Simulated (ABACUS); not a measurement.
# NaTb2Sc2FeO9 (P4/mmm) in ABACUS: relaxation of cell and atoms with PBE

Aim: the relaxation of cell and atoms of NaTb2Sc2FeO9 with PBE.

Program: ABACUS 3.10.1. These are calculated values, not measurements. Logs are shortened: lines on timing, memory, paths and dates and some standing lists are left out, and cuts for length are marked.

### Step 1. Starting point

It takes space group P4/mmm (No. 123, tetragonal). The conventional cell has a = 3.860 Å, b = 3.860 Å, c = 12.406 Å, α = 90.00°, β = 90.00°, γ = 90.00°. Around Tb (site symmetry 4mm) lie 4 O at 2.36 Å. Fe (site symmetry 4/mmm) has 6 O at 1.77 to 1.93 Å as nearest neighbours. Sc (site symmetry 4mm) has 5 O at 2.02 to 2.03 Å as nearest neighbours. Na (site symmetry 4/mmm) is surrounded by 4 O at 2.73 Å. O (site symmetry mmm) has 2 Fe at 1.93 Å as nearest neighbours. Around O (site symmetry 4mm) lie 1 Fe at 1.77 Å. O (site symmetry 2mm) is surrounded by 2 Sc at 2.03 Å. Around O (site symmetry 4/mmm) lie 2 Sc at 2.02 Å.

The cell was built by a generator and needn't be a form met in nature.

### Step 2. Relaxation of cell and atoms, PBE, collinear spin, ferromagnetic start, target pressure 10 GPa, at which the enthalpy is minimised

The input, run_abacus.py:

```python
"""ABACUS run from a structure file: ASE reads it, the script writes STRU, KPT and INPUT."""
import re
import subprocess
import spglib
from ase import Atoms
from ase.io import read
from ase.units import Bohr

atoms = read("NaTb2Sc2FeO9.cif")
cell, frac, numbers = spglib.standardize_cell((atoms.cell[:], atoms.get_scaled_positions(), atoms.numbers), to_primitive=True, symprec=1e-4)
atoms = Atoms(numbers=numbers, cell=cell, scaled_positions=frac, pbc=True)  # the primitive cell
atoms = atoms[(-atoms.numbers).argsort(kind="stable")]  # ABACUS lists atoms element by element
pseudo = {'Tb': 'Tb.upf', 'Fe': 'Fe.upf', 'Sc': 'Sc.upf', 'Na': 'Na.upf', 'O': 'O.upf'}
orbital = {}
magmoms = [0.0, 0.0, 3.0, 0.0, 0.0, 0.0, 0.0, 0.0, 0.0, 0.0, 0.0, 0.0, 0.0, 0.0, 0.0]
kmesh = [5, 5, 2]
params = {
    'suffix': 'NaTb2Sc2FeO9',
    'calculation': 'cell-relax',
    'basis_type': 'pw',
    'pseudo_dir': './',
    'symmetry': 1,
    'dft_functional': 'pbe',
    'ecutwfc': 90,
    'pseudo_rcut': 10,
    'nspin': 2,
    'nbands': 77,
    'ks_solver': 'dav',
    'smearing_method': 'fd',
    'smearing_sigma': 0.00734986,
    'scf_thr': 1e-08,
    'scf_nmax': 100,
    'mixing_type': 'broyden',
    'mixing_beta': 0.4,
    'cal_force': 1,
    'cal_stress': 1,
    'relax_nmax': 60,
    'force_thr_ev': 0.02,
    'relax_method': 'cg',
    'out_stru': 1,
    'stress_thr': 0.5,
    'press1': 100,
    'press2': 100,
    'press3': 100,
    'kpar': 8,
}

symbols = atoms.get_chemical_symbols()
elements = list(dict.fromkeys(symbols))
lines = ["ATOMIC_SPECIES"] + [f"{e} {atoms.get_masses()[symbols.index(e)]:.4f} {pseudo[e]}" for e in elements]
if orbital:
    lines += ["", "NUMERICAL_ORBITAL"] + [orbital[e] for e in elements]
lines += ["", "LATTICE_CONSTANT", f"{1 / Bohr:.10f}", "", "LATTICE_VECTORS"]
lines += [" ".join(f"{x:.10f}" for x in v) for v in atoms.cell]
lines += ["", "ATOMIC_POSITIONS", "Direct"]
for e in elements:
    lines += ["", e, "0.0", str(symbols.count(e))]
    for i, p in enumerate(atoms.get_scaled_positions(wrap=False)):
        if symbols[i] == e:
            mag = "" if magmoms is None else " mag " + " ".join(str(x) for x in (magmoms[i] if isinstance(magmoms[i], list) else [magmoms[i]]))
            lines.append(" ".join(f"{x:.10f}" for x in p) + " 1 1 1" + mag)
open("STRU", "w").write("\n".join(lines) + "\n")
open("KPT", "w").write("K_POINTS\n0\nGamma\n%d %d %d 0 0 0\n" % tuple(kmesh))
open("INPUT", "w").write("INPUT_PARAMETERS\n" + "".join(f"{k:<20s}{v}\n" for k, v in params.items()))

done = subprocess.run(['mpirun', '-np', '8', 'abacus'])
if done.returncode:
    raise SystemExit(done.returncode)
log = open("OUT.NaTb2Sc2FeO9/running_cell-relax.log").read()
print("final energy (eV):", re.findall(r"FINAL_ETOT_IS (\S+)", log))
```

The input, NaTb2Sc2FeO9.cif:

```cif
data_NaTb2Sc2FeO9
_cell_length_a 3.86027000
_cell_length_b 3.86027000
_cell_length_c 12.40604000
_cell_angle_alpha 90.00000000
_cell_angle_beta 90.00000000
_cell_angle_gamma 90.00000000
_space_group_name_H-M_alt 'P4/mmm'
_space_group_name_Hall '-P 4 2'
_space_group_IT_number 123
loop_
_space_group_symop_operation_xyz
'x,y,z'
'-x,-y,-z'
'-y,x,z'
'y,-x,-z'
'-x,-y,z'
'x,y,-z'
'y,-x,z'
'-y,x,-z'
'x,-y,-z'
'-x,y,z'
'-y,-x,-z'
'y,x,z'
'-x,y,-z'
'x,-y,z'
'y,x,-z'
'-y,-x,z'
loop_
_atom_site_label
_atom_site_type_symbol
_atom_site_symmetry_multiplicity
_atom_site_Wyckoff_symbol
_atom_site_fract_x
_atom_site_fract_y
_atom_site_fract_z
_atom_site_occupancy
Na1 Na 1 b 0.0000000000 0.0000000000 0.5000000000 1
Tb1 Tb 2 g 0.0000000000 0.0000000000 0.8210200000 1
Sc1 Sc 2 h 0.5000000000 0.5000000000 0.3374900000 1
Fe1 Fe 1 c 0.5000000000 0.5000000000 0.0000000000 1
O1 O 2 f 0.0000000000 0.5000000000 0.0000000000 1
O2 O 2 h 0.5000000000 0.5000000000 0.8576700000 1
O3 O 4 i 0.0000000000 0.5000000000 0.2879000000 1
O4 O 1 d 0.5000000000 0.5000000000 0.5000000000 1
```

Potentials or basis: PseudoDojo NC SR 0.4.1 PBE standard, lanthanides 3+ (f in core), plane waves.

On the command line:

```sh
$ OMP_NUM_THREADS=1 python run_abacus.py > log
```

running log:

```text
ABACUS v3.10.1

               Atomic-orbital Based Ab-initio Computation at UStc

 ------------------------------------------------------------------------------------

 READING GENERAL INFORMATION
                           global_out_dir = OUT.NaTb2Sc2FeO9/
                           global_in_card = INPUT
                               pseudo_dir = ./
                              orbital_dir =
                                    DSIZE = 8
                                    GSIZE = 1

 READING UNITCELL INFORMATION
                                    ntype = 5
                  lattice constant (Bohr) = 1.88973
              lattice constant (Angstrom) = 1

 READING ATOM TYPE 1
                               atom label = Tb
                      L=0, number of zeta = 1
                      L=1, number of zeta = 1
                      L=2, number of zeta = 1
             number of atom for this type = 2
               magnetization of element 1 = 0

 READING ATOM TYPE 2
                               atom label = Fe
                      L=0, number of zeta = 1
                      L=1, number of zeta = 1
                      L=2, number of zeta = 1
             number of atom for this type = 1
               magnetization of element 2 = 3

 READING ATOM TYPE 3
                               atom label = Sc
                      L=0, number of zeta = 1
                      L=1, number of zeta = 1
                      L=2, number of zeta = 1
             number of atom for this type = 2
               magnetization of element 3 = 0

 READING ATOM TYPE 4
                               atom label = Na
                      L=0, number of zeta = 1
                      L=1, number of zeta = 1
                      L=2, number of zeta = 1
             number of atom for this type = 1
               magnetization of element 4 = 0

 READING ATOM TYPE 5
                               atom label = O
                      L=0, number of zeta = 1
                      L=1, number of zeta = 1
                      L=2, number of zeta = 1
             number of atom for this type = 9
               magnetization of element 5 = 0

                        TOTAL ATOM NUMBER = 15
DIRECT COORDINATES
    atom                   x                   y                   z     mag                  vx                  vy                  vz
taud_Tb1            0.0000000000        0.0000000000        0.8210200000  0.0000        0.0000000000        0.0000000000        0.0000000000
taud_Tb2            0.0000000000        0.0000000000        0.1789800000  0.0000        0.0000000000        0.0000000000        0.0000000000
taud_Fe1            0.5000000000        0.5000000000        0.0000000000  3.0000        0.0000000000        0.0000000000        0.0000000000
taud_Sc1            0.5000000000        0.5000000000        0.3374900000  0.0000        0.0000000000        0.0000000000        0.0000000000
taud_Sc2            0.5000000000        0.5000000000        0.6625100000  0.0000        0.0000000000        0.0000000000        0.0000000000
taud_Na1            0.0000000000        0.0000000000        0.5000000000  0.0000        0.0000000000        0.0000000000        0.0000000000
taud_O1            0.0000000000        0.5000000000        0.0000000000  0.0000        0.0000000000        0.0000000000        0.0000000000
taud_O2            0.5000000000        0.0000000000        0.0000000000  0.0000        0.0000000000        0.0000000000        0.0000000000
taud_O3            0.5000000000        0.5000000000        0.8576700000  0.0000        0.0000000000        0.0000000000        0.0000000000
taud_O4            0.5000000000        0.5000000000        0.1423300000  0.0000        0.0000000000        0.0000000000        0.0000000000
taud_O5            0.0000000000        0.5000000000        0.2879000000  0.0000        0.0000000000        0.0000000000        0.0000000000
taud_O6            0.0000000000        0.5000000000        0.7121000000  0.0000        0.0000000000        0.0000000000        0.0000000000
taud_O7            0.5000000000        0.0000000000        0.2879000000  0.0000        0.0000000000        0.0000000000        0.0000000000
taud_O8            0.5000000000        0.0000000000        0.7121000000  0.0000        0.0000000000        0.0000000000        0.0000000000
taud_O9            0.5000000000        0.5000000000        0.5000000000  0.0000        0.0000000000        0.0000000000        0.0000000000
[... 4 lines left out ...]
 Lattice vectors: (Cartesian coordinate: in unit of a_0)
             +3.86027                  +0                  +0
[... 201 lines left out ...]
      10  0.20000000  0.20000000  0.50000000  0.0800      31
      11  0.40000000  0.20000000  0.50000000  0.1600      32
      12  0.40000000  0.40000000  0.50000000  0.0800      37

                               nkstot now = 12
[... K-POINTS DIRECT COORDINATES: 12 rows ...]

           k-point number in this process = 2
       minimum distributed K point number = 1
[... stars of the k points ...]
                             nks(nspin=2) = 4
                          nkstot(nspin=2) = 24

[... K-POINTS CARTESIAN COORDINATES: 4 rows ...]

[... K-POINTS DIRECT COORDINATES: 4 rows ...]

 SETUP PLANE WAVES FOR WAVE FUNCTIONS
     energy cutoff for wavefunc (unit:Ry) = 90
              fft grid for wave functions = [ 45, 45, 144 ]
                    number of plane waves = 19009
                         number of sticks = 401

 PARALLEL PW FOR WAVE FUNCTIONS
     PROC   COLUMNS(POT)             PW
        1            401          19009
 --------------- sum -------------------
        1            401          19009

 SETUP NONLOCAL PSEUDOPOTENTIALS IN PLANE WAVE BASIS
 Tb non-local projectors:
 projector 1 L=0
 projector 2 L=0
 projector 3 L=1
 projector 4 L=1
 projector 5 L=2
 projector 6 L=2
 projector 7 L=3
 Fe non-local projectors:
 projector 1 L=0
 projector 2 L=0
 projector 3 L=1
 projector 4 L=1
 projector 5 L=2
 projector 6 L=2
 Sc non-local projectors:
 projector 1 L=0
 projector 2 L=0
 projector 3 L=1
 projector 4 L=1
 projector 5 L=2
 projector 6 L=2
 Na non-local projectors:
 projector 1 L=0
 projector 2 L=0
 projector 3 L=1
 projector 4 L=1
 O non-local projectors:
 projector 1 L=0
 projector 2 L=0
 projector 3 L=1
 projector 4 L=1
 projector 5 L=2
      TOTAL NUMBER OF NONLOCAL PROJECTORS = 229

 Init Non-Local PseudoPotential table :
 Init Non-Local-Pseudopotential done.

                                     npwx = 17976

 Make real space PAO into reciprocal space.
       max mesh points in Pseudopotential = 1001
     dq(describe PAO in reciprocal space) = 0.01
                                    max q = 1905

 number of pseudo atomic orbitals for Tb is 4
WARNING: norm of atomic wavefunction # 3 of atomic type Tb is 0.999439, renormalized
WARNING: norm of atomic wavefunction # 4 of atomic type Tb is 0.999197, renormalized

 number of pseudo atomic orbitals for Fe is 4
WARNING: norm of atomic wavefunction # 4 of atomic type Fe is 0.999905, renormalized
[... 10 lines left out ...]
 -------------------------------------------
 STEP OF RELAXATION : 1
 -------------------------------------------
                                 init_chg = atomic

 PW ALGORITHM --------------- ION=   1  ELEC=   1--------------------------------

          total magnetism (Bohr mag/cell) = 2.99999
       absolute magnetism (Bohr mag/cell) = 3.1644
                        nelec for spin up = 63
                      nelec for spin down = 60
[... 2547 lines left out ...]
      76      16.620507       0.000000
      77      16.652872       0.000000

SPIN DOWN :
 1/2 kpoint (Cartesian) = 0.00000 0.00000 0.00000 (17951 pws)
       1     -77.271301       0.020000
       2     -43.402230       0.020000
       3     -43.171962       0.020000
       4     -43.171962       0.020000
       5     -41.298706       0.020000
       6     -36.708730       0.020000
[... 183 lines left out ...]
 Largest gradient in stress is 0.231331 kbar.
 Threshold is 0.500000 kbar.

 Relaxation is converged!

 --------------------------------------------
 !FINAL_ETOT_IS -13679.6826776593443356 eV
 --------------------------------------------
```

It took 37 min on 8 MPI ranks of Intel Xeon Platinum 8488C (Sapphire Rapids), shared host; peak memory 5.6 GiB.

Results:

| Quantity | Value |
| --- | --- |
| Free energy | -13679.6827 eV |
| Largest force after relaxing | 0.019 eV/Å |
| Band gap on the k mesh | none (metal or under the smearing width) |
| Net moment | 3.44 μB per cell |
| Absolute moment | 3.62 μB per cell |

Forces in eV/Å, atoms in the order of the input:
```
Tb   0.000  0.000  0.016
Tb   0.000  0.000 -0.016
Fe   0.000  0.000  0.000
Sc   0.000  0.000 -0.010
Sc   0.000  0.000  0.010
Na   0.000  0.000  0.000
O    0.000  0.000  0.000
O    0.000  0.000  0.000
O    0.000  0.000 -0.004
O    0.000  0.000  0.004
O    0.000  0.000 -0.019
O    0.000  0.000  0.019
O    0.000  0.000 -0.019
O    0.000  0.000  0.019
O    0.000  0.000  0.000
```

Levels at points of the mesh, in eV from the Fermi level:
Spin up:
```csv
k point,band 59,band 60,band 61,band 62,band 63,band 64,band 65,band 66,band 67,band 68
"(0.00, 0.00, 0.00)",-1.20,-0.70,-0.26,-0.26,-0.10,-0.10,1.18,3.83,4.59,4.62
"(0.00, 0.00, 0.50)",-1.03,-0.89,-0.35,-0.35,-0.04,-0.04,1.25,3.92,4.59,4.62
```
Spin down:
| k point | band 57 | band 58 | band 59 | band 60 | band 61 | band 62 | band 63 | band 64 |
| --- | --- | --- | --- | --- | --- | --- | --- | --- |
| (0.00, 0.00, 0.00) | -0.68 | -0.60 | -0.37 | -0.13 | -0.13 | 0.70 | 1.48 | 1.48 |
| (0.00, 0.00, 0.50) | -0.53 | -0.53 | -0.37 | -0.21 | -0.21 | 0.70 | 1.48 | 1.48 |

Caveat: the local potential of these files has a noisy tail that shifts the pressure, which isn't listed; the magnetic or orbital state may not be the lowest; there are fewer bands than atomic start orbitals, so a level may be missed at k points of high symmetry; spin-orbit coupling is left out, which moves the levels of the heavy elements; the 4f electrons are frozen in the core as for a trivalent ion, so they carry no moment and show no levels; a cell with one magnetic atom can't hold antiferromagnetic order, which such compounds often take; semilocal functionals often make such compounds metallic where correlation or magnetic order opens a gap, which also shifts bond lengths. The state reached can hang on the start; a lower one may exist.
